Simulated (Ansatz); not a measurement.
**SiNH4O2 (SMILES N[Si](O)O): levels of theory compared**

Aim: a comparison of 6 runs (UB3LYP/6-31G*, U-wB97X/cc-pVDZ, UB2PLYP/cc-pVDZ, UB3LYP/cc-pVDZ, UBLYP/cc-pVDZ, UMP2/cc-pVDZ) of SiNH4O2. 

Program for the calculation: Ansatz 0.2.0.

68 further runs of the same task are left out: 68 set aside as unsound or not needed.

**1. The structure to begin with**

SiNH4O2: 8 atoms, total charge 0, spin state doublet. SMILES: `N[Si](O)O`. One bond was lengthened or shortened from a relaxed shape.

Bond lengths: N1–Si2 1.700 Å, Si2–O3 1.651 Å, Si2–O4 1.651 Å, N1–H5 1.006 Å, N1–H6 1.157 Å, O3–H7 0.958 Å, O4–H8 0.958 Å. Angles: N1–Si2–O3 104.3°, N1–Si2–O4 104.3°, O3–Si2–O4 116.1°, Si2–N1–H5 120.9°, Si2–N1–H6 120.9°, Si2–O3–H7 115.7°, Si2–O4–H8 115.7°, H5–N1–H6 112.9°.

**2. The energy at UB3LYP/6-31G(d) (spherical functions) (run 1)**

Input file run.yaml:

```yaml
basis:
  gaussian:
    orbitals: 6-31G_st_-spherical.json
crystal:
  periodic: [false, false, false]
  atoms:
    - {symbol: "N", position_ang: [-0.350194, 1.236947, 0.132119]}
    - {symbol: Si, position_ang: [0.243806, -0.273653, -0.373181]}
    - {symbol: O, position_ang: [1.789406, -0.318353, 0.205419]}
    - {symbol: O, position_ang: [-0.808694, -1.364753, 0.280719]}
    - {symbol: H, position_ang: [0.219006, 2.063947, 0.067919]}
    - {symbol: H, position_ang: [-1.483600, 1.467400, 0.110500]}
    - {symbol: H, position_ang: [2.398706, -0.878053, -0.278081]}
    - {symbol: H, position_ang: [-0.881594, -2.201053, -0.181381]}
magnetization:
  spin_polarized: true
  initial_magnetization: 1
hamiltonian:
  xc: {name: B3LYP}
accuracy: high
output:
  orbitals: {seedname: orbitals}
```

The basis set 6-31G* is read from a file made from the Basis Set Exchange's data (not shown).

The run is started by

```console
$ ansatz run run.yaml --threads 1 --pin off --max-ram 3480MiB --events-out events.jsonl --progress --plain --runs-dir runs
```

The log of the run:

```text
Warning: RAYON_NUM_THREADS=1 ignored (pool sized by the plan → 1); use --threads N
Functional definition: B3LYP
  name "B3LYP"
  parameter a0 = 0.2
  parameter ax = 0.72
  parameter ac = 0.81
  exchange = (1 - a0 - ax)*slater_x + ax*b88_x + a0*exact_x
  correlation = (1 - ac)*vwn_rpa_c + ac*lyp_c
1522 factors; integrals over basis functions are off by at most 3.6e-9 eV
mean field evaluation 1: about -13514.3897 eV, gradient 6.0e1 eV
mean field evaluation 2: about -13491.0021 eV, gradient 9.4e1 eV
mean field evaluation 4: about -13527.3427 eV, gradient 3.4e0 eV
mean field evaluation 8: about -13527.5709 eV, gradient 9.0e-2 eV
mean field evaluation 16: about -13527.5710 eV, gradient 2.7e-5 eV
mean field -13527.57099129 eV, -497.1290646131 hartree, gradient 1.6e-8 eV, S^2 0.751784; 0 other end points of the search recorded, 0 dependent functions left out
reference -13527.57102705 eV, -497.1290659270 hartree; 21, 20 occupied and 47, 48 virtual orbitals, 1522 factors
Total energy: -13527.57102705 eV, -497.1290659270 hartree
```

Wall time 9.9 s (1 thread of Arm Neoverse V1, shared host); peak memory 0.29 GiB.

**3. The energy at U-wB97X/cc-pVDZ (run 2)**

Input file job.yaml:

```yaml
crystal:
  periodic: [false, false, false]
  atoms:
    - {symbol: "N", position_ang: [-0.350194, 1.236947, 0.132119]}
    - {symbol: Si, position_ang: [0.243806, -0.273653, -0.373181]}
    - {symbol: O, position_ang: [1.789406, -0.318353, 0.205419]}
    - {symbol: O, position_ang: [-0.808694, -1.364753, 0.280719]}
    - {symbol: H, position_ang: [0.219006, 2.063947, 0.067919]}
    - {symbol: H, position_ang: [-1.483600, 1.467400, 0.110500]}
    - {symbol: H, position_ang: [2.398706, -0.878053, -0.278081]}
    - {symbol: H, position_ang: [-0.881594, -2.201053, -0.181381]}
basis:
  gaussian:
    orbitals: cc-pVDZ
magnetization:
  spin_polarized: true
  initial_magnetization: 1
hamiltonian:
  xc: {name: wB97X}
accuracy: high
output: {orbitals: {seedname: orbitals}}
```

The run is started by

```console
$ ansatz run job.yaml --threads 1 --pin off --max-ram 3480MiB --events-out events.jsonl --progress --plain --runs-dir runs
```

The log of the run:

```text
Warning: RAYON_NUM_THREADS=1 ignored (pool sized by the plan → 1); use --threads N
Functional definition: wB97X
  name "wB97X"
  parameter omega = 0.3/bohr
  parameter cx = 0.157706
  parameter cx1 = 0.726479
  parameter cx2 = 1.04760
  parameter cx3 = -5.70635
  parameter cx4 = 13.2794
  parameter css1 = -4.33879
  parameter css2 = 18.2308
  parameter css3 = -31.7430
  parameter css4 = 17.2901
  parameter cos1 = 2.37031
  parameter cos2 = -11.3995
  parameter cos3 = 6.58405
  parameter cos4 = -3.78132
  exchange = spin_sum(e_x_unif_sr(omega)*poly(b97_u_x, 1 - cx, cx1, cx2, cx3, cx4)) + cx*exact_x_sr(omega)
      + exact_x_lr(omega)
  correlation = spin_sum(e_c_pw_same_spin*poly(b97_u_same, 1, css1, css2, css3, css4))
      + integral(e_c_pw_opposite_spin*poly(b97_u_opposite, 1, cos1, cos2, cos3, cos4))
1818 factors; integrals over basis functions are off by at most 3.9e-9 eV
338 factors; integrals over basis functions are off by at most 2.2e-9 eV
mean field evaluation 1: about -13517.7184 eV, gradient 4.8e1 eV
mean field evaluation 2: about -13517.4547 eV, gradient 5.0e1 eV
mean field evaluation 4: about -13526.2137 eV, gradient 1.5e0 eV
mean field evaluation 8: about -13526.3568 eV, gradient 1.3e-1 eV
mean field evaluation 16: about -13526.3572 eV, gradient 2.8e-4 eV
mean field -13526.35715800 eV, -497.0844570623 hartree, gradient 8.9e-8 eV, S^2 0.752887; 0 other end points of the search recorded, 0 dependent functions left out
reference -13526.35715534 eV, -497.0844569647 hartree; 21, 20 occupied and 59, 60 virtual orbitals, 1818 factors
Total energy: -13526.35715534 eV, -497.0844569647 hartree
```

Wall time 46 s (1 thread of Arm Neoverse V1, shared host); peak memory 0.74 GiB.

Runs 3 to 5 aren't shown in full; the table further down has their settings and results.

**4. A single-point energy at UMP2/cc-pVDZ (run 6)**

Edit run.yaml of step 2 so:

```diff
@@ -1,4 +1,3 @@
 basis:
-  gaussian:
-    orbitals: 6-31G_st_-spherical.json
+  gaussian: {orbitals: cc-pVDZ}
 crystal:
@@ -14,9 +13,4 @@
     - {symbol: H, position_ang: [-0.881594, -2.201053, -0.181381]}
-magnetization:
-  spin_polarized: true
-  initial_magnetization: 1
-hamiltonian:
-  xc: {name: B3LYP}
 accuracy: high
-output:
-  orbitals: {seedname: orbitals}
+correlation: {method: mp2, frozen_orbitals: {H: 0, "N": 1, O: 1, Si: 5}}
+magnetization: {spin_polarized: true, initial_magnetization: 1}
```

The run is started by

```console
$ ansatz run run.yaml --threads 1 --pin off --max-ram 3480MiB --events-out events.jsonl --progress --plain --runs-dir runs
```

The log of the run:

```text
Warning: RAYON_NUM_THREADS=1 ignored (pool sized by the plan → 1); use --threads N
Functional definition: HF
  name "HF"
  exchange = exact_x
  correlation = 0
1818 factors; integrals over basis functions are off by at most 3.9e-9 eV
mean field evaluation 1: about -13478.0742 eV, gradient 3.5e1 eV
mean field evaluation 2: about -13478.1429 eV, gradient 3.5e1 eV
mean field evaluation 4: about -13483.1288 eV, gradient 2.6e0 eV
mean field evaluation 8: about -13483.2307 eV, gradient 2.0e-1 eV
mean field evaluation 16: about -13483.2316 eV, gradient 2.9e-8 eV
mean field -13483.23156765 eV, -495.4996208485 hartree, gradient 2.9e-8 eV, S^2 0.754956; 0 other end points of the search recorded, 0 dependent functions left out
8 core orbitals not correlated: weight in the atoms' cores, before any rotation towards them, 1.000 or more for the frozen orbitals, at most 0.000 for the correlated occupied ones
reference -13483.23156765 eV, -495.4996208485 hartree; 13, 12 occupied and 59, 60 virtual orbitals, 1818 factors
second order -17.08970331 eV of doubles, -0.00000000 eV of singles
Total energy: -13500.32127096 eV, -496.1276558613 hartree
```

Wall time 3.3 s (1 thread of Arm Neoverse V1, shared host); peak memory 0.25 GiB.

**5. The series**

```tsv
run	level	frozen core orbitals	energy (Eh)	HOMO energy (eV)	LUMO energy (eV)	⟨S²⟩	wall time
1	UB3LYP/6-31G* (spherical functions)	–	-497.129066	-4.72	-1.74	0.752	9.9 s
2	U-wB97X/cc-pVDZ	–	-497.084457	-7.20	0.28	0.753	46 s
3	UB2PLYP/cc-pVDZ	8	-496.836959	-6.12	0.01	0.754	13 s
4	UB3LYP/cc-pVDZ	–	-497.163170	-4.63	-1.62	0.752	13 s
5	UBLYP/cc-pVDZ	–	-497.093322	-3.42	-2.13	0.751	9 s
6	UMP2/cc-pVDZ	8	-496.127656	–	–	0.755	3.3 s
```

**6. Results**

```
                                          quantity          value
                               run 6: total energy  -496.12766 Eh
run 6: correlation energy (8 core orbitals frozen)     -628.0 mEh
          run 6: ⟨S²⟩ of the reference determinant          0.755
```

What this shows: Totals of different functionals can't be ranked against each other. All runs together took 94 s, the longest 46 s.
